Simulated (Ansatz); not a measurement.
# H8C21F2: the cost of one run

Method: DFT PBE, plane waves, PAW, scalar-relativistic, no spin polarisation, in Ansatz 0.2.0.

### 1 The system as given

The cell holds 31 atoms (C21H8F2): a = 5.049 Å, b = 5.049 Å, c = 17.165 Å, α = 90.00°, β = 90.00°, γ = 90.00°.

The coordinates stand in the first input below.

### 2 End point A

input.yaml

```yaml
crystal:
  lattice:
    - [5.048742, 0.0, 0.0]
    - [0.0, 5.048742, 0.0]
    - [0.0, 0.0, 17.1647]
  atoms:
    - { symbol: H, position: [0.4277868, 0.0, 0.0582591] }
    - { symbol: H, position: [0.0722132, 0.0, 0.0582591] }
    - { symbol: H, position: [0.9277868, 0.0, 0.0582591] }
    - { symbol: H, position: [0.5722132, 0.0, 0.0582591] }
    - { symbol: H, position: [0.4277868, 0.5, 0.0582591] }
    - { symbol: H, position: [0.0722132, 0.5, 0.0582591] }
    - { symbol: H, position: [0.9277868, 0.5, 0.0582591] }
    - { symbol: H, position: [0.5722132, 0.5, 0.0582591] }
    - { symbol: C, position: [0.25, 0.0, 0.0952362] }
    - { symbol: C, position: [0.75, 0.0, 0.0952362] }
    - { symbol: C, position: [0.25, 0.5, 0.0952362] }
    - { symbol: C, position: [0.75, 0.5, 0.0952362] }
    - { symbol: C, position: [0.25, 0.25, 0.1472324] }
    - { symbol: C, position: [0.75, 0.25, 0.1472324] }
    - { symbol: C, position: [0.25, 0.75, 0.1472324] }
    - { symbol: C, position: [0.75, 0.75, 0.1472324] }
    - { symbol: C, position: [0.0, 0.25, 0.1992286] }
    - { symbol: C, position: [0.5, 0.25, 0.1992286] }
    - { symbol: C, position: [0.0, 0.75, 0.1992286] }
    - { symbol: C, position: [0.5, 0.75, 0.1992286] }
    - { symbol: C, position: [0.0, 0.0, 0.2512249] }
    - { symbol: C, position: [0.5, 0.0, 0.2512249] }
    - { symbol: C, position: [0.0, 0.5, 0.2512249] }
    - { symbol: C, position: [0.5, 0.5, 0.2512249] }
    - { symbol: C, position: [0.25, 0.0969069, 0.3008908] }
    - { symbol: C, position: [0.75, 0.0969069, 0.3008908] }
    - { symbol: C, position: [0.25, 0.4030931, 0.2799175] }
    - { symbol: C, position: [0.75, 0.4030931, 0.2799175] }
    - { symbol: C, position: [0.0949199, 0.6191337, 0.3300203] }
    - { symbol: F, position: [0.2135756, 0.4507487, 0.3754624] }
    - { symbol: F, position: [-0.0237358, 0.7875186, 0.3754624] }
basis:
  ecutwfc: 420.0
kpoints:
  mp_grid: { grid: [2, 2, 1] }
hamiltonian:
  xc: pbe
  pseudopotentials: { kind: paw, azcp: { folder: soft_1 } }
scf:
  occupations: { method: gaussian, width: 0.05 }
  lower_state_search: "off"
relax:
  f_tol: 0.03
  max_steps: 60
  adjacent_minimum: "off"
  constraints: [{ sites: [0, 1, 2, 3, 4, 5, 6, 7, 8, 9, 10, 11, 12, 13, 14, 15] }]
```

Command:

```sh
> ansatz run input.yaml --threads 1 --pin off --max-ram 3072MiB --backend cpu --events-out ev --progress --plain --runs-dir out
```

**Question.** How long does this run take on 1 thread of Arm Neoverse V1, shared host, and how much memory does it need?

About 2.5 min, with a peak of 0.61 GiB.
